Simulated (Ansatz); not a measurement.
**SnC2: the band gap up the ladder of functionals**

An exercise on one series of results from a longer session: the logs are not shown, and one member is left open.

Program: Ansatz 0.2.0. PAW datasets, plane waves. Simulation only: spin-unpolarised, and no claim that this is the phase found in nature.

**The cell**

The cell was relaxed beforehand with r2SCAN.

Space group P3m1 (No. 156), trigonal; conventional cell a = 3.341 Å, c = 8.062 Å, 12.99 Å³ an atom. Near C stand 3 C at 2.01 Å and 1 Sn at 2.16 Å; near C stand 1 C at 1.47 Å and 3 Sn at 2.12 Å; near C stand 4 Sn at 2.11–2.13 Å; near C stand 1 C at 1.47 Å; near Sn stand 4 C at 2.12–2.13 Å.

Coordinates:

```
C Sn
1.0
     3.34142    0.00000    0.00000
    -1.67071    2.89376    0.00000
     0.00000    0.00000    8.06152
C Sn
4 2
Direct
  0.00000 0.00000 0.96532
  0.66667 0.33333 0.71281
  0.33333 0.66667 0.33978
  0.66667 0.33333 0.89456
  0.33333 0.66667 0.60447
  0.00000 0.00000 0.23306
```

Set-up of the first run:

Input file input.yaml:

```yaml
crystal:
  lattice:
    - [3.3414240522, 0.0, 0.0]
    - [-1.6707120261, 2.893758114, 0.0]
    - [0.0, 0.0, 8.0615216334]
  atoms:
    - { symbol: C, position: [0.0, 0.0, -0.0346799932] }
    - { symbol: C, position: [0.6666666667, 0.3333333333, 0.7128052533] }
    - { symbol: C, position: [0.3333333333, 0.6666666667, 0.3397773817] }
    - { symbol: C, position: [0.6666666667, 0.3333333333, 0.8945632065] }
    - { symbol: Sn, position: [0.3333333333, 0.6666666667, 0.6044718631] }
    - { symbol: Sn, position: [0.0, 0.0, 0.2330622887] }
kpoints:
  mp_grid: { grid: [12, 12, 4] }
  band_path:
    path:
      - [[0.0, 0.0, 0.0], [0.5, 4.35961291265e-17, -4.337264146635e-18], [0.3333333333333, 0.3333333333333, -3.71765498283e-18], [0.0, 0.0, 0.0], [4.026350218043e-36, -1.610059438207e-35, 0.5], [0.5, 4.367590687742e-17, 0.5], [0.3333333333333, 0.3333333333333, 0.5], [4.026350218043e-36, -1.610059438207e-35, 0.5]]
      - [[0.5, 4.367590687742e-17, 0.5], [0.5, 4.35961291265e-17, -4.337264146635e-18]]
      - [[0.3333333333333, 0.3333333333333, 0.5], [0.3333333333333, 0.3333333333333, -3.71765498283e-18]]
    npoints: 10
hamiltonian:
  xc: pbe
scf:
  occupations: { method: fermi_dirac, width: 0.02 }
  n_extra_bands: 5
output:
  forces: true
  stress: true
  eigenvalues: true
```

Run with:

```
$ ansatz run input.yaml --threads 4 --pin off --max-ram 6451MiB --backend cpu --events-out ev --progress --plain --runs-dir out
```

Among the steps run: PBE bands along the symmetry lines; r2SCAN; HSE06; PBE+SOC at the same geometry.

One table of the session follows, with a row left open; its other results are not shown here.

| level | gap (eV) |
| --- | --- |
| PBE | -0.30 |
| r2SCAN | ? |
| HSE06 | -0.12 |
| PBE+SOC | -0.25 |

**Question.** Estimate the row for r2SCAN.

As computed: gap (eV): -0.29. In the column «gap (eV)» it lies between PBE (-0.30) and PBE+SOC (-0.25).

Meshes: PBE 12×12×4, r2SCAN 12×12×4, HSE06 6×6×2, PBE+SOC 12×12×4

What this shows: No level opens a gap.

Limits of these values: Warnings in the runs' records: filled band counts differ across k points, stress exchange threshold loose, stress scf threshold loose.
